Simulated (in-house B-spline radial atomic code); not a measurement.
**Tm: ionisation energy by several methods**

One table from this session's results is given with a row withheld; the runs are named, their logs left out.

Program: in-house B-spline radial atomic code version 1. Level of theory: non-relativistic, several functionals, spin-polarised; spherical all-electron atom at the radial basis limit. These are calculated values, not measurements, unless marked.

## The atom as given

```
element       : thulium (Z = 69)
charge        : 0
electrons     : 69
configuration : [Xe] 4f13 6s2
nucleus       : point
```

Outer shells as boxes (Hund's rule):

[Xe] 4f13 6s2
```
[Xe] core
4f [↑↓][↑↓][↑↓][↑↓][↑↓][↑↓][↑ ]
6s [↑↓]
```

Where spins are not typed, each open shell is filled with up spins first.

Set-up of the first run:

Input settings:

```ini
Z = 69
electrons = 69.0
configuration = [Xe] 4f13 6s2
hamiltonian = nr
method = lda,vwn
spin_polarised = True
```

Steps of the session up to this table: LDA (VWN5); TPSS; AM05; BLYP; LDA (PW92); Hartree-Fock.

One of the session's tables, all rows but one given; the rest of the session is left out.

```
      method  ΔSCF (eV)
  LDA (VWN5)      5.944
  LDA (PW92)          ?
        AM05      5.666
        BLYP      5.768
        TPSS      5.646
Hartree-Fock      4.732
```

**Question.** Estimate the row for LDA (PW92).

As computed: ΔSCF (eV): 5.950. In the column «ΔSCF (eV)» it is the highest.

Members of this set that are not shown: 12 used exact exchange with fractional occupations of an open shell, which is unsound here.

To keep in mind: These runs leave out relativity, which matters at this nuclear charge.
